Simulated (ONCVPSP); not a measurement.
# Erbium: generating and testing an ONCV potential

Do these settings give a usable potential? It is generated, then checked for transferability, scattering, ghosts and hardness.

Method: ONCVPSP 4.0.1.1 (patched build), LDA (Perdew-Wang 92), scalar-relativistic.

## Step 1: Settings

The settings as typed:

```json
{"element": "erbium (Er, Z = 68)", "type": "optimised norm-conserving Vanderbilt (ONCV)", "frozen core": "[Kr] 4d10 5s2", "valence charge": "20", "reference configuration": "4f12 5p6 6s1 (charge +1)", "partial waves": "6s: rc 2.35 bohr, ncon 3, nbas 6, qcut 2.5 1/bohr, 2 projectors, debl 4 Ha; 5p: rc 1.70 bohr, ncon 4, nbas 8, qcut 4 1/bohr, 2 projectors, debl 1.3 Ha; d scattering state at 0.04 Ha: rc 1.80 bohr, ncon 4, nbas 8, qcut 4.6 1/bohr, 2 projectors, debl 3.1 Ha; 4f: rc 0.85 bohr, ncon 4, nbas 9, qcut 17.8 1/bohr, 1 projector", "local potential": "polynomial inside 0.55 bohr (lpopt 5, dvloc0 6 Ha)", "core correction": "Teter function, fcfact 1.75, rcfact 1.4"}
```

## Step 2: Generating the potential

Er.dat

```
# ATOM AND REFERENCE CONFIGURATION
# atsym  z   nc   nv     iexc    psfile
  Er 68.00   10    3  -001012      upf
#
#   n    l    f
    1    0    2.00
    2    0    2.00
    2    1    6.00
    3    0    2.00
    3    1    6.00
    3    2   10.00
    4    0    2.00
    4    1    6.00
    4    2   10.00
    5    0    2.00
    4    3   12.00
    5    1    6.00
    6    0    1.00
#
# PSEUDOPOTENTIAL AND OPTIMIZATION
# lmax
    3
#
#   l,   rc,      ep,       ncon, nbas, qcut
    0    2.35    0.00    3    6    2.50
    1    1.70    0.00    4    8    4.00
    2    1.80    0.04    4    8    4.60
    3    0.85    0.00    4    9   17.80
#
# LOCAL POTENTIAL
# lloc, lpopt,  rc(5),   dvloc0
    4    5    0.55    6.00
#
# VANDERBILT-KLEINMAN-BYLANDER PROJECTORs
# l, nproj, debl
    0    2    4.00
    1    2    1.30
    2    2    3.10
    3    1    0.90
#
# MODEL CORE CHARGE
# icmod, fcfact, rcfact
    3    1.75    1.40
#
# LOG DERIVATIVE ANALYSIS
# epsh1, epsh2, depsh
   -3.00    5.00    0.02
#
# OUTPUT GRID
# rlmax, drl
    6.00    0.01
#
# TEST CONFIGURATIONS
# ncnf
    4
# nvcnf
#   n    l    f
    3
    4    3   12.00
    5    1    6.00
    6    0    2.00
#
    3
    4    3   12.00
    5    1    6.00
    6    0    0.00
#
    3
    4    3   11.00
    5    1    6.00
    6    0    0.00
#
    4
    4    3   12.00
    5    1    6.00
    6    0    0.00
    5    2    1.00
#
```

Launch:

```sh
oncvpsp.x < Er.dat > Er.out
```

Q: Predict the outcome of this session. Wanted: cutoffs for 1 and 0.1 mHa per electron, occupied waves; bound ghosts; GHOST(+) flags; largest test error; largest phase difference near zero energy, channels read; rms error of d²Exc/dn², without and with the model core; projector energies reset by the program.

The runs gave:

| quantity | value |
| --- | --- |
| cutoffs for 1 and 0.1 mHa per electron, occupied waves | 150 Ha and 343 Ha |
| bound ghosts | s at -844.42 eV, s at -111.13 eV, p at -395.54 eV |
| GHOST(+) flags | s at 104 eV, d at 35 eV |
| largest test error (AE − PS) | +44 meV, for 4f11 5p6 6s0 |
| largest phase difference near zero energy, channels read | 0.051 rad |
| rms error of d²Exc/dn², without and with the model core | 7.80 and 5.68 mHa |
| projector energies reset by the program | d: 0.050, 3.150 Ha |

In words: A bound ghost (s, p) makes it unfit for use: electrons can fall into a state that the atom doesn't have. The worst unpolarised test, 4f11 5p6 6s0, is off by 44 meV on 38.7 eV; by total energies transferability rates as fair. It counts as very hard, with 150 Ha needed at the looser tolerance. At the looser tolerance the 4f wave is the slowest; 5p needs 22 Ha. Near zero energy the largest phase difference among the channels read is 0.05 rad, in the s channel. The program also flags highly localised states, GHOST(+) (s, d). These are tests on the free atom; a crystal test is still owed.
